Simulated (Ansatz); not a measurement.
# F3IZr (ZrIF3): the cost of one run

Computed with Ansatz 0.2.0, Gaussian basis. Level: the settings change from run to run.

## (1) The relaxed structure

The geometry comes from an earlier relaxation with PBE0-D4/def2-SVP; it is a stationary point. Zr, I take a core potential in def2 sets; no spin-orbit term is included.

5 atoms, charge 0, spin multiplicity 1.

Atoms are counted from 1 here; the program's logs count them from 0.

Bond lengths: Zr1–I2 2.713 Å, Zr1–F3 1.887 Å, Zr1–F4 1.887 Å, Zr1–F5 1.887 Å. Angles: I2–Zr1–F3 109.9°, I2–Zr1–F4 109.9°, I2–Zr1–F5 109.9°, F3–Zr1–F4 109.1°, F3–Zr1–F5 109.1°, F4–Zr1–F5 109.1°.

Coordinates:

```xyz
5
F3IZr
Zr   -0.00044    0.00121   -0.15771
I     0.00741   -0.01963    2.55557
F     1.77184    0.01060   -0.80444
F    -0.89324    1.54033   -0.78488
F    -0.88557   -1.53251   -0.80853
```

## (2) B2PLYP/def2-SVPD

Set apart from the defaults: unrestricted orbitals.

in.yaml

```yaml
crystal:
  periodic: [false, false, false]
  atoms:
    - {symbol: Zr, position_ang: [-0.000439, 0.001212, -0.157714]}
    - {symbol: I, position_ang: [0.007407, -0.019633, 2.555567]}
    - {symbol: F, position_ang: [1.771837, 0.010602, -0.804443]}
    - {symbol: F, position_ang: [-0.893239, 1.540332, -0.784882]}
    - {symbol: F, position_ang: [-0.885565, -1.532513, -0.808528]}
basis:
  gaussian: {orbitals: def2-SVPD}
magnetization: {spin_polarized: true, initial_magnetization: 0}
hamiltonian: {xc: {name: B2PLYP}}
scf: {omitted_lower_state_checks: [starts]}
output: {forces: true}
```

On the command line:

```
> ansatz run in.yaml --threads 4 --pin off --events-out ev --progress --plain --max-ram 3916MiB
```

Q: Estimate wall time and peak memory on 4 threads of Arm Neoverse V2, shared host.

About 16 s, with a peak of 0.89 GiB.
